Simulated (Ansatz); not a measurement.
**GeH6OSi: a barrier at many levels of theory**

Aim: the barrier and energy of one elementary step (H2–H6 formed, Ge1–H6 broken, H2–O3 broken) from LDA up to coupled cluster, on fixed structures, to see where each rung fails.

The runs use Ansatz 0.2.0, Gaussian basis; single points in def2-TZVPP on PBE0-D4/def2-TZVP structures.

Levels: SPW92, PBE-D4, BLYP-D4, r2SCAN-D4, B97M-V, PBE0-D4, B3LYP-D4, r2SCAN0-D4, BHLYP-D4, CAM-B3LYP-D4, wB97X-V, wB97M-V, B2PLYP, PBE-QIDH, RPA on PBE, Hartree-Fock, MP2, CCSD, CCSD(T). The reference is CCSD(T) at the basis limit, from triple and quadruple zeta. Zero-point energies come from PBE0-D4 vibrations.

Cores are frozen in the correlated methods. Filled d shells of the heavier atoms are correlated. B3LYP uses VWN-RPA correlation. B2PLYP carries no dispersion term here.

12 further runs of the same task are left out: 12 set aside as unsound or not needed.

### Step 1. The three structures

Charge 0, multiplicity 1. The folders r, ts and p hold the start, the saddle and the end; their coordinates stand in the first inputs.

| pair | r (Å) | ts (Å) | p (Å) |
| --- | --- | --- | --- |
| H2–H6 | 2.627 | 0.984 | 0.756 |
| Ge1–H6 | 1.598 | 1.806 | 2.471 |
| H2–O3 | 0.960 | 1.304 | 3.094 |

### Step 2. wB97M-V/def2-TZVPP

Input file r/in.yaml:

```yaml
crystal:
  periodic: [false, false, false]
  atoms:
    - {symbol: Ge, position_ang: [-0.225397, -1.899146, 0.537228]}
    - {symbol: H, position_ang: [-1.186234, 0.634393, 0.446108]}
    - {symbol: O, position_ang: [-0.572177, 0.177120, -0.133683]}
    - {symbol: Si, position_ang: [0.803181, 0.991839, -0.665349]}
    - {symbol: H, position_ang: [-1.765432, -2.181897, 0.253980]}
    - {symbol: H, position_ang: [-0.531529, -1.369911, 2.013830]}
    - {symbol: H, position_ang: [1.229238, 0.298742, -1.895655]}
    - {symbol: H, position_ang: [1.854541, 0.955800, 0.376330]}
    - {symbol: H, position_ang: [0.393710, 2.393060, -0.932890]}
basis:
  gaussian: {orbitals: def2-TZVPP}
hamiltonian: {xc: {name: wB97M-V}}
```

Input file ts/in.yaml:

```yaml
crystal:
  periodic: [false, false, false]
  atoms:
    - {symbol: Ge, position_ang: [-0.344769, -1.870933, 0.373069]}
    - {symbol: H, position_ang: [-0.697130, -0.206430, 1.118839]}
    - {symbol: O, position_ang: [-0.471351, 0.088420, -0.131045]}
    - {symbol: Si, position_ang: [0.763953, 1.017587, -0.702867]}
    - {symbol: H, position_ang: [-1.911168, -2.033331, 0.152121]}
    - {symbol: H, position_ang: [-0.750828, -0.883743, 1.829980]}
    - {symbol: H, position_ang: [1.400882, 0.320576, -1.852756]}
    - {symbol: H, position_ang: [1.791670, 1.240970, 0.351328]}
    - {symbol: H, position_ang: [0.218641, 2.326884, -1.138769]}
basis:
  gaussian: {orbitals: def2-TZVPP}
hamiltonian: {xc: {name: wB97M-V}}
```

Input file p/in.yaml:

```yaml
crystal:
  periodic: [false, false, false]
  atoms:
    - {symbol: Ge, position_ang: [-0.048919, -1.631463, 0.502404]}
    - {symbol: H, position_ang: [-1.817633, -0.593524, 1.926427]}
    - {symbol: O, position_ang: [-0.107625, -0.238597, -0.627571]}
    - {symbol: Si, position_ang: [0.936697, 0.973691, -0.984743]}
    - {symbol: H, position_ang: [-1.531629, -2.127598, 0.143179]}
    - {symbol: H, position_ang: [-1.200337, -0.437388, 2.333873]}
    - {symbol: H, position_ang: [1.184181, 0.995312, -2.449227]}
    - {symbol: H, position_ang: [2.234470, 0.784737, -0.275457]}
    - {symbol: H, position_ang: [0.350696, 2.274831, -0.568985]}
basis:
  gaussian: {orbitals: def2-TZVPP}
hamiltonian: {xc: {name: wB97M-V}}
```

The command line of these runs was not kept.

After this run come: CCSD(T)/def2-TZVPP; MP2/def2-QZVPP; Vibrations of the start structure; Vibrations of the end structure.

What does the calculation give? Wanted: barrier, CCSD(T)/CBS; reverse barrier, CCSD(T)/CBS; step energy, CCSD(T)/CBS; barrier with zero-point energy; step energy with zero-point energy; imaginary mode at the saddle; largest T1 diagnostic.

As calculated:

| quantity | value |
| --- | --- |
| barrier, CCSD(T)/CBS | 0.902 eV |
| reverse barrier, CCSD(T)/CBS | 1.159 eV |
| step energy, CCSD(T)/CBS | -0.257 eV |
| barrier with zero-point energy | 0.800 eV |
| step energy with zero-point energy | -0.388 eV |
| imaginary mode at the saddle | 1289i cm⁻¹ |
| largest T1 diagnostic | 0.013 |

The functionals run from PBE-QIDH, off by +0.002 eV, to SPW92, off by -0.374 eV, against CCSD(T)/CBS. By rung, the mean size of the error is: LDA 0.374, GGA 0.228, meta-GGA 0.089, hybrid 0.077, range-separated hybrid 0.016, double hybrid 0.022 eV. PBE-D4 gives a barrier 0.261 eV too low, outside chemical accuracy (1 kcal/mol, 0.043 eV). Every functional without exact exchange puts the barrier too low, the usual mark of self-interaction error, which favours the spread-out density of a saddle. The barrier rises with the share of exact exchange, from BLYP-D4 through B3LYP-D4 to BHLYP-D4 (-0.196, -0.060, +0.144 eV). Hartree-Fock, with no correlation, is off by +0.517 eV. Zero-point motion lowers the barrier by 0.102 eV.
